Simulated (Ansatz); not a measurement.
**C₃HF₅O: basis-set convergence**

The task here is to estimate one member of a computed series from the others.

Program: Ansatz 0.2.0, Gaussian basis. Level of theory: one geometry, several basis sets. These are calculated values, not measurements.

The runs, in order: PBE0-D4/def2-SVP; ωB97M-V/def2-SVP; PBE0-D4/def2-QZVPP; ωB97M-V/def2-QZVPP; the functionals' def2-TZVPP values are taken from earlier runs.

### Structure used throughout

An earlier PBE0-D4 in a triple-zeta def2 set relaxation fixed the geometry.

SMILES `FC(F)C1(F)OC1(F)F`, 10 atoms, charge 0, spin multiplicity 1.

Atoms are counted from 1 here; the program's logs count them from 0.

Bond lengths: F1–C2 1.347 Å, C2–F3 1.345 Å, C2–C4 1.512 Å, C2–H10 1.093 Å, C4–F5 1.329 Å, C4–O6 1.424 Å, C4–C7 1.450 Å, O6–C7 1.367 Å, C7–F8 1.318 Å, C7–F9 1.326 Å. Angles: F1–C2–F3 108.5°, F1–C2–C4 109.0°, F1–C2–H10 109.6°, F3–C2–C4 109.2°, F3–C2–H10 109.3°, C4–C2–H10 111.2°, C2–C4–F5 113.1°, C2–C4–O6 115.5°, C2–C4–C7 123.8°, F5–C4–O6 115.2°, F5–C4–C7 119.6°, O6–C4–C7 56.8°, C4–O6–C7 62.6°, C4–C7–O6 60.6°, C4–C7–F8 121.7°, C4–C7–F9 123.0°, O6–C7–F8 117.0°, O6–C7–F9 116.3° and more.

Set-up of the first run:

in.yaml reads:

```yaml
crystal:
  periodic: [false, false, false]
  atoms:
    - {symbol: F, position_ang: [1.449020, -1.378833, -0.814980]}
    - {symbol: C, position_ang: [1.200295, -0.115020, -0.421780]}
    - {symbol: F, position_ang: [1.747868, 0.726227, -1.317711]}
    - {symbol: C, position_ang: [-0.295043, 0.103761, -0.384350]}
    - {symbol: F, position_ang: [-0.874327, -0.053402, -1.570032]}
    - {symbol: O, position_ang: [-0.728985, 1.240176, 0.355313]}
    - {symbol: C, position_ang: [-1.095076, 0.007860, 0.821372]}
    - {symbol: F, position_ang: [-2.377909, -0.291829, 0.779828]}
    - {symbol: F, position_ang: [-0.593140, -0.348574, 1.995915]}
    - {symbol: H, position_ang: [1.650297, 0.058334, 0.559425]}
basis:
  gaussian: {orbitals: def2-SVP}
hamiltonian: {xc: pbe0, dispersion: d4}
output: {orbitals: {seedname: orbitals}}
```

Among the steps run: PBE0-D4 in def2-SVP; ωB97M-V in def2-SVP; PBE0-D4 in def2-QZVPP; ωB97M-V in def2-QZVPP.

One of the session's tables, all rows but one given; the rest of the session is left out.

It belongs to the step «Density functionals: the series». 

| functional | basis | HOMO (eV) | LUMO (eV) |
| --- | --- | --- | --- |
| PBE0-D4 | def2-SVP | -9.73 | 1.26 |
| PBE0-D4 | def2-TZVPP | -9.84 | 0.85 |
| PBE0-D4 | def2-QZVPP | -9.89 | 0.64 |
| ωB97M-V | def2-SVP | ? | ? |
| ωB97M-V | def2-TZVPP | -12.21 | 2.88 |
| ωB97M-V | def2-QZVPP | -12.26 | 1.96 |

Q: Estimate the row for ωB97M-V, def2-SVP from the others.

The run gave: HOMO (eV): -12.07; LUMO (eV): 3.61. In the column «HOMO (eV)» it lies between ωB97M-V, def2-TZVPP (-12.21) and PBE0-D4, def2-QZVPP (-9.89).
